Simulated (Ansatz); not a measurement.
# YIr2: the cost of one run

Computed with Ansatz 0.2.0, driven from Python. The levels of theory stand in the script.

### Step 1. The system

Symmetry: Fd-3m, No. 227, cubic system. Conventional cell: a = 7.524 Å, b = 7.524 Å, c = 7.524 Å, α = 90.00°, β = 90.00°, γ = 90.00°. Y (site symmetry -43m) has 12 Ir at 3.12 Å and 4 Y at 3.26 Å in its first shell of neighbours. Ir (site symmetry -3m) has 6 Ir at 2.66 Å and 6 Y at 3.12 Å in its first shell of neighbours.

No structure file is read: the coordinates are typed or built in the script.

### Step 2. The script

Contents of lattice.py:

```python
# -*- coding: utf-8 -*-
"""How the lattice of YIr2 depends on the functional."""

import warnings

import ansatz as az
import numpy as np

def edges_and_angles(cell):
    cell = np.asarray(cell)
    a, b, c = np.linalg.norm(cell, axis=1)
    cosines = cell[1] @ cell[2] / (b * c), cell[0] @ cell[2] / (a * c), cell[0] @ cell[1] / (a * b)
    return (a, b, c, *np.degrees(np.arccos(cosines)))

warnings.simplefilter("ignore", az.DeckWarning)

yir2 = (
    az.Lattice.fcc(7.524)
    .space_group(227, origin_choice=1)
    .atom("Y", (0.0, 0.0, 0.5))
    .atom("Ir", (0.125, 0.125, 0.125))
    .primitive()
)

setup = (
    yir2.calculation()
    .kpoints(mesh=(6, 6, 6), center="gamma")
    .occupations(az.OccupationsMethod.METHFESSEL_PAXTON)
    .relax(cell=True, max_steps=40)
)

levels = [("pbesol", "none"), ("blyp", "d3bj"), ("pbesol", "d3bj")]
print("level            a       b       c    alpha   beta  gamma  V/atom  steps")
for name, dispersion in levels:
    seen = []
    run = setup.functional(name, dispersion=dispersion).session().plan()
    result = run.execute(on_event=lambda e: seen.append(e) if e["event"] == "relax_step" else None)
    cell = result.lattice.cell_ang
    label = name if dispersion == "none" else f"{name}+{dispersion}"
    print("{:13s} {:7.4f} {:7.4f} {:7.4f} {:6.2f} {:6.2f} {:6.2f}".format(label, *edges_and_angles(cell)), f"{abs(np.linalg.det(cell)) / len(result.lattice.sites):7.3f} {len(seen):5d}")
```

### Step 3. The input behind the calls

The package turns the script's settings into the engine's input (first run):

```yaml
crystal:
  lattice:
    bravais: fcc
    a: 7.524
  space_group: 227
  setting:
    origin_choice: 1
  atoms:
    - { symbol: "Y", position: [0.0, 0.0, 0.5] }
    - { symbol: Ir, position: [0.125, 0.125, 0.125] }
  reduce_to_primitive: true
kpoints:
  mp_grid:
    grid: [6, 6, 6]
    shift: [0.0, 0.0, 0.0]
hamiltonian:
  xc: pbesol
  dispersion: none
scf:
  occupations:
    method: methfessel_paxton
relax:
  max_steps: 40
  cell: {}
```

### Step 4. The run

On the command line:

```
> python lattice.py
```

What time and memory should one allow on 1 thread of Arm Neoverse V1, shared host?

About 53 s, with a peak of 0.51 GiB.
